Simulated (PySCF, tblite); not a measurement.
**C5H7NSi: geometry, infrared bands and NMR shifts**

Aim: predict the infrared bands and NMR shifts of C5H7NSi (`N#C[C@@]12C[C@@H]1[C@@H]2[SiH3]`).

The runs use tblite 0.8.0 and PySCF 2.14.0, with density-fitted response routines of our own; the level of theory stands in each step. All values are computed, except where a source is named. Atoms are numbered from 0 throughout.

## Step 1: Starting geometry

14 atoms, charge 0, multiplicity 1; geometry from: force field or distance geometry start.

Bonds of the start (Å): N0–C1 1.18, C1–C2 1.41, C2–C3 1.50, C3–C4 1.50, C4–C5 1.47, C5–Si6 1.86, C4–C2 1.56, C5–C2 1.49, C3–H7 1.08, C3–H8 1.08, C4–H9 1.08, C5–H10 1.09, Si6–H11 1.49, Si6–H12 1.49, Si6–H13 1.48.

## Step 2: Optimising the geometry with GFN2-xTB

Job settings and geometry (Å):

```
{"job": {"kind": "relax", "xc": "GFN2-xTB", "basis": "xTB"}, "charge": 0, "multiplicity": 1}
N      3.784000     0.467800     0.931600
C      2.647700     0.719600     0.763500
C      1.276200     1.005300     0.577300
C      0.714100     1.553500    -0.703400
C      0.484500     0.104800    -0.413600
C      0.158200     0.128700     1.021900
Si    -1.415400     0.844600     1.698000
H     -0.112300     2.244000    -0.665300
H      1.412400     1.799200    -1.492200
H      1.064700    -0.679500    -0.878100
H      0.432900    -0.760300     1.585200
H     -2.513400    -0.157100     1.590700
H     -1.238500     1.182900     3.143400
H     -1.813600     2.072800     0.975800
```

Run with:

```bash
OMP_NUM_THREADS=1 python probes_run.py task.json out
```

One launch serves the whole session: the jobs run in the order shown.

**Question.** This job is followed by: GFN2-xTB harmonic vibrations, gas phase; GIAO PBE0/pcSseg-1 NMR shielding, non-relativistic, gas phase. Predict these results of the whole session: strongest single infrared mode (GFN2-xTB); zero-point energy (GFN2-xTB); ¹³C shifts against TMS (PBE0/pcSseg-1); ¹H shifts against TMS (PBE0/pcSseg-1, means over atoms taken as alike); ¹⁵N shifts against NH3 (PBE0/pcSseg-1); ²⁹Si shifts against TMS (PBE0/pcSseg-1).

As calculated:

```
                                                              quantity                              value
                             strongest single infrared mode (GFN2-xTB)              2362 cm⁻¹, 411 km/mol
                                          zero-point energy (GFN2-xTB)                      61.4 kcal/mol
                                ¹³C shifts against TMS (PBE0/pcSseg-1)  124.0, 39.9, 37.2, 19.6, -6.1 ppm
¹H shifts against TMS (PBE0/pcSseg-1, means over atoms taken as alike)   3.78, 2.60, 1.86, 1.74, 1.52 ppm
                                ¹⁵N shifts against NH3 (PBE0/pcSseg-1)                          309.4 ppm
                               ²⁹Si shifts against TMS (PBE0/pcSseg-1)                          -89.3 ppm
```

**Reading.** Relaxing lowered the energy by 0.304 eV in 56 steps; the close pair that moved most is C2–C4, from 1.555 to 1.505 Å. The lowest mode is imaginary (59i cm⁻¹), so the xTB geometry is not a minimum. The strongest single mode, at 2362 cm⁻¹, moves mainly C1 and N0. GFN2-xTB is a fitted tight-binding method: band positions and strengths are rough. Its intensities can rank the bands wrongly. C1 (nitrile carbon) lies farthest downfield among carbon, at 124.0 ppm; C≡N carbons fall here, among the sp2 signals but without a proton. At PBE0/pcSseg-1: The widest tensor belongs to N0: span 524 ppm, with a paramagnetic part of -383 ppm.
